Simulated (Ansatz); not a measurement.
# CH6Al2O2S: the cost of one run

All numbers below are computed with Ansatz 0.2.0 (RKS PBE-D4/def2-SVP).

## 1. The structure to begin with

Bond lengths: O1–Al2 1.874 Å, Al2–S3 2.271 Å, Al2–C4 1.970 Å, C4–O5 1.412 Å, O5–Al6 1.879 Å, O1–H7 0.962 Å, S3–H8 1.476 Å, C4–H9 1.154 Å, C4–H10 1.091 Å, Al6–H11 1.622 Å, Al6–H12 1.598 Å. Angles (14 of 15 angles, heavy atoms first): O1–Al2–S3 120.8°, O1–Al2–C4 119.3°, S3–Al2–C4 119.8°, Al2–C4–O5 111.9°, C4–O5–Al6 109.9°, Al2–O1–H7 104.2°, Al2–S3–H8 91.7°, Al2–C4–H9 106.8°, Al2–C4–H10 116.2°, O5–C4–H9 101.8°, O5–C4–H10 114.1°, O5–Al6–H11 119.5°, O5–Al6–H12 120.6°, H9–C4–H10 104.3°.

Structure file:

```xyz
12

O     0.5303   -1.6910   -2.5851
Al   -0.1174   -0.3467   -1.4519
S     0.0640    1.8442   -2.0224
C    -0.8396   -0.8408    0.3136
O    -1.3654    0.2765    0.9991
Al   -0.0665    0.9884    2.1559
H     1.4537   -1.7863   -2.3338
H     1.4005    1.9408   -1.4043
H    -1.7891   -1.4678    0.1228
H    -0.2101   -1.4849    0.9288
H     0.0282    0.4448    3.6814
H     0.9882    2.0677    1.6299
```

## 2. Relaxing end A

input.yaml reads:

```yaml
crystal:
  periodic: [false, false, false]
  atoms:
    - { symbol: O, position_ang: [0.5303, -1.691, -2.5851] }
    - { symbol: Al, position_ang: [-0.1174, -0.3467, -1.4519] }
    - { symbol: S, position_ang: [0.064, 1.8442, -2.0224] }
    - { symbol: C, position_ang: [-0.8396, -0.8408, 0.3136] }
    - { symbol: O, position_ang: [-1.3654, 0.2765, 0.9991] }
    - { symbol: Al, position_ang: [-0.0665, 0.9884, 2.1559] }
    - { symbol: H, position_ang: [1.4537, -1.7863, -2.3338] }
    - { symbol: H, position_ang: [1.4005, 1.9408, -1.4043] }
    - { symbol: H, position_ang: [-1.7891, -1.4678, 0.1228] }
    - { symbol: H, position_ang: [-0.2101, -1.4849, 0.9288] }
    - { symbol: H, position_ang: [0.0282, 0.4448, 3.6814] }
    - { symbol: H, position_ang: [0.9882, 2.0677, 1.6299] }
basis:
  gaussian: { orbitals: def2-SVP }
hamiltonian:
  xc: pbe
  dispersion: d4
relax:
  f_tol: 0.02
  max_steps: 50
```

Command:

```sh
ansatz run input.yaml --threads 2 --pin off --max-ram 3072MiB --backend cpu --events-out ev --progress --plain --runs-dir out
```

**Question.** How long does this run take on 2 threads of AMD EPYC 9R14 (Zen 4), shared host, and how much memory does it need?

About 87 s, with a peak of 0.19 GiB.
